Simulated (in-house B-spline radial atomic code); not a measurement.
**Sb⁺: ionisation energy by several methods**

The task here is to estimate one member of a computed series from the others.

The numbers are computed with in-house B-spline radial atomic code version 1 (Dirac-Coulomb, several functionals, exact exchange averaged over the configuration; spherical all-electron atom at the radial basis limit), except any that are marked as measured or tabulated.

**What is computed**

- element: antimony (Z = 51)
- charge: +1
- electrons: 50
- configuration: [Kr] 4d10 5s2 5p2
- nucleus: Fermi, rms radius 4.680 fm

Outer shells as boxes (Hund's rule):

[Kr] 4d10 5s2 5p2
```
[Kr] core
4d [↑↓][↑↓][↑↓][↑↓][↑↓]
5s [↑↓]
5p [↑ ][↑ ][  ]
```

The boxes only draw the filling; these runs are spin-restricted and spherical.

The first run:

Settings, as recorded:

```ini
Z = 51
electrons = 50.0
configuration = [Kr] 4d10 5s2 5p2
hamiltonian = dirac
method = camb3lyp
spin_polarised = False
nucleus = fermi
rms_radius = 4.6802
mass_number = 121
atomic_mass = 120.903811353
speed_of_light = 137.035999084
exact_exchange = averaged over the configuration
```

Started as:

```sh
$ python run_scf.py task.json out
```

One command runs all members of the session, one after another, from task.json.

Steps of the session up to this table: CAM-B3LYP; HSE06; ωB97X; B97-1.

One table of the session follows, with a row left open; its other results are not shown here.

| method | ΔSCF (eV) | with Breit, QED, recoil (eV) |
| --- | --- | --- |
| B97-1 | 15.956 | 15.949 |
| CAM-B3LYP | 16.202 | 16.195 |
| HSE06 | ? | ? |
| ωB97X | 16.120 | 16.113 |

**Question.** Estimate the row for HSE06.

**Answer.** ΔSCF (eV): 16.091; with Breit, QED, recoil (eV): 16.085. In the column «ΔSCF (eV)» it lies between B97-1 (15.956) and ωB97X (16.120).
